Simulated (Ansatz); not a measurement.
# C3H9GaO: a ladder of functionals and wavefunction methods

The task here is to estimate one member of a computed series from the others.

The runs use Ansatz 0.2.0, Gaussian basis; functionals in def2-TZVPP, the program's frozen cores in correlated methods.

Plan: LDA (SPW92), PBE-D4, revPBE-D4, BLYP-D4, r2SCAN-D4, B97M-V, PBE0-D4, B3LYP-D4, r2SCANh-D4, r2SCAN0-D4, HSE06-D4, BHLYP-D4, CAM-B3LYP-D4, LC-ωPBE, ωB97X-V, ωB97M-V, B2PLYP, PBE-QIDH; CCSD(T)/def2-SVP; CCSD(T)/def2-TZVPP; MP2/def2-QZVPP; extrapolation to the limit; RPA on PBE.

## The relaxed structure

The geometry comes from an earlier relaxation with PBE0-D4 in a triple-zeta def2 set; it is a stationary point, not always the lowest conformer.

14 atoms, charge 0, spin multiplicity 1.

Atoms are counted from 1 here; the program's logs count them from 0.

Bond lengths: C1–O2 1.389 Å, C1–H6 1.097 Å, C1–H7 1.098 Å, C1–H8 1.097 Å, O2–Ga3 1.789 Å, C4–C5 1.518 Å, C4–H9 1.094 Å, C4–H10 1.093 Å, C4–H11 1.094 Å, C5–H12 1.093 Å, C5–H13 1.092 Å, C5–H14 1.092 Å. Angles: O2–C1–H6 110.6°, O2–C1–H7 111.8°, O2–C1–H8 110.9°, H6–C1–H7 107.8°, H6–C1–H8 107.8°, H7–C1–H8 107.7°, C1–O2–Ga3 160.4°, C5–C4–H9 111.4°, C5–C4–H10 111.5°, C5–C4–H11 111.5°, H9–C4–H10 107.3°, H9–C4–H11 107.7°, H10–C4–H11 107.2°, C4–C5–H12 111.5°, C4–C5–H13 111.4°, C4–C5–H14 111.3°, H12–C5–H13 107.7°, H12–C5–H14 107.2° and more.

Set-up of the first run:

in.yaml reads:

```yaml
crystal:
  periodic: [false, false, false]
  atoms:
    - {symbol: C, position_ang: [-1.947207, -0.951658, 0.599271]}
    - {symbol: O, position_ang: [-0.880543, -1.727153, 1.034020]}
    - {symbol: Ga, position_ang: [0.774295, -2.394875, 1.165994]}
    - {symbol: C, position_ang: [1.332448, 0.419524, -1.059835]}
    - {symbol: C, position_ang: [0.868292, 1.391257, 0.010221]}
    - {symbol: H, position_ang: [-2.839243, -1.571368, 0.447970]}
    - {symbol: H, position_ang: [-1.724549, -0.446463, -0.349493]}
    - {symbol: H, position_ang: [-2.196767, -0.179781, 1.337750]}
    - {symbol: H, position_ang: [0.544726, -0.292495, -1.321254]}
    - {symbol: H, position_ang: [1.618271, 0.939850, -1.977085]}
    - {symbol: H, position_ang: [2.202788, -0.154626, -0.729680]}
    - {symbol: H, position_ang: [0.567736, 0.868899, 0.921894]}
    - {symbol: H, position_ang: [1.658732, 2.096384, 0.277397]}
    - {symbol: H, position_ang: [0.007921, 1.973205, -0.328269]}
basis:
  gaussian: {orbitals: def2-TZVPP}
hamiltonian: {xc: lda}
output: {orbitals: {seedname: orbitals}}
```

Steps of the session up to this table: LDA; PBE-D4 (GGA); revPBE-D4 (GGA); BLYP-D4 (GGA); r2SCAN-D4 (meta-GGA); B97M-V (meta-GGA); PBE0-D4 (hybrid); B3LYP-D4 (hybrid); r2SCANh-D4 (hybrid); r2SCAN0-D4 (hybrid); HSE06-D4 (hybrid); BHLYP-D4 (hybrid); CAM-B3LYP-D4 (range-separated); LC-ωPBE (range-separated); ωB97X-V (range-separated); ωB97M-V (range-separated); B2PLYP (double hybrid); PBE-QIDH (double hybrid).

One table of the session follows, with a row left open; its other results are not shown here.

It belongs to the step «Frontier levels by functional». 

| functional | HOMO (eV) | gap (eV) |
| --- | --- | --- |
| LDA (SPW92) | -6.17 | 4.40 |
| PBE-D4 | -5.98 | 4.42 |
| revPBE-D4 | -5.90 | 4.43 |
| BLYP-D4 | -5.88 | 4.40 |
| r2SCAN-D4 | -6.26 | 4.85 |
| B97M-V | -6.18 | 4.68 |
| PBE0-D4 | -7.11 | 6.26 |
| B3LYP-D4 | -6.97 | 5.90 |
| r2SCANh-D4 | ? | ? |
| r2SCAN0-D4 | -7.31 | 6.53 |
| HSE06-D4 | -6.71 | 5.49 |
| BHLYP-D4 | -8.07 | 7.93 |
| CAM-B3LYP-D4 | -8.46 | 8.52 |
| LC-ωPBE | -9.66 | 10.78 |
| ωB97X-V | -9.36 | 10.36 |
| ωB97M-V | -9.33 | 10.17 |

**Question.** Estimate the row for r2SCANh-D4.

Worked estimate for «HOMO (eV)». Against the share of exact exchange, r2SCAN-D4 (0, -6.26), r2SCAN0-D4 (0.25, -7.31) give a slope of -4.20 per unit share; at 0.1 the line stands at -6.68.

The run gave: HOMO (eV): -6.69; gap (eV): 5.54. In «HOMO (eV)» the line misses by +0.01.
